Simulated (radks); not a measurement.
**Nuclear size and the levels of Al**

One table from this session's results is given with a row withheld; the runs are named, their logs left out.

Program: radks (a radial shooting solver on a logarithmic mesh, Libxc functionals) version 1. Level of theory: Dirac Kohn-Sham, PBE, spin-unpolarised, spherical densities, finite nucleus; open shells are shared between the two j in proportion to 2j + 1. These are calculated values, not measurements, unless marked.

## What is computed

```
element            : aluminium (Z = 13)
charge             : 0
electrons          : 13
configuration      : [Ne] 3s2 3p1
nuclear rms radius : 3.061 fm
```

Outer shells as boxes (Hund's rule):

Al
```
[Ne] core
3s [↑↓]
3p [↑ ][  ][  ]
```

Set-up of the first run:

Input:

```text
Z 13
configuration [Ne] 3s2 3p1 4s0 3d0
relativity Dirac
functional pbe,pbe
spin unpolarised
j_filling average
nucleus finite rms 3.061 fm
c 137.035999084
```

Steps of the session up to this table: rms radius 3.061 fm.

One of the session's tables, all rows but one given; the rest of the session is left out.

It belongs to the step «rms radius 3.061 fm». Radial moments (bohr):

| level | <r> | outermost maximum (interpolated) | 90 % within | nodes |
| --- | --- | --- | --- | --- |
| 1s1/2 | 0.1202 | 0.0784 | 0.215 | 0 |
| 2s1/2 | 0.6260 | 0.497 | 0.991 | 1 |
| 2p1/2 | 0.6019 | 0.428 | 1.02 | 0 |
| 2p3/2 | 0.6042 | 0.429 | 1.02 | 0 |
| 3s1/2 | 2.543 | 2.09 | 3.90 | 2 |
| 3p1/2 | 3.442 | 2.63 | 5.51 | 1 |
| 3p3/2 | ? | ? | ? | ? |

**Question.** Estimate the row for 3p3/2.

**Answer.** <r>: 3.451; outermost maximum (interpolated): 2.64; 90 % within: 5.52; nodes: 1. In the column «<r>» it is the highest.
